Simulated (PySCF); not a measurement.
# C2H5GeN3: the cost of one run

Programs: PySCF 2.14.0, with routines of our own; each step states its level. All values are computed. Atoms count from 0.

## 1. The starting structure

11 atoms, charge 0, multiplicity 1; geometry from: GFN2-xTB.

## 2. Relaxing the molecule at PBE0-D3(BJ)/def2-SVP

What the job is given:

```
{"job": {"xc": "PBE0", "basis": "def2-SVP", "d3": "d3bj", "grid": 1, "maxiter": 30, "shake": 0.01, "kind": "geom"}, "charge": 0, "multiplicity": 1}
Ge     2.069180    -0.036730    -0.164040
N      0.214450     0.036570    -0.034210
N     -0.602180    -0.279130    -1.035790
C     -1.770400    -0.184340    -0.533200
C     -1.695860     0.192300     0.799820
N     -0.411250     0.336530     1.086400
H      2.342980     0.305360    -1.592080
H      2.499300    -1.388010     0.189250
H      2.530110     1.005200     0.828430
H     -2.675830    -0.389550    -1.111140
H     -2.462390     0.375970     1.550890
```

Started as:

```console
OMP_NUM_THREADS=1 python heavy_run.py task.json out
```

This one command runs all jobs of the session in turn.

**Question.** How long does this first job take on 1 thread of Arm Neoverse V2, shared host, and how much memory does it need?

About 49 s, with a peak of 0.53 GiB.
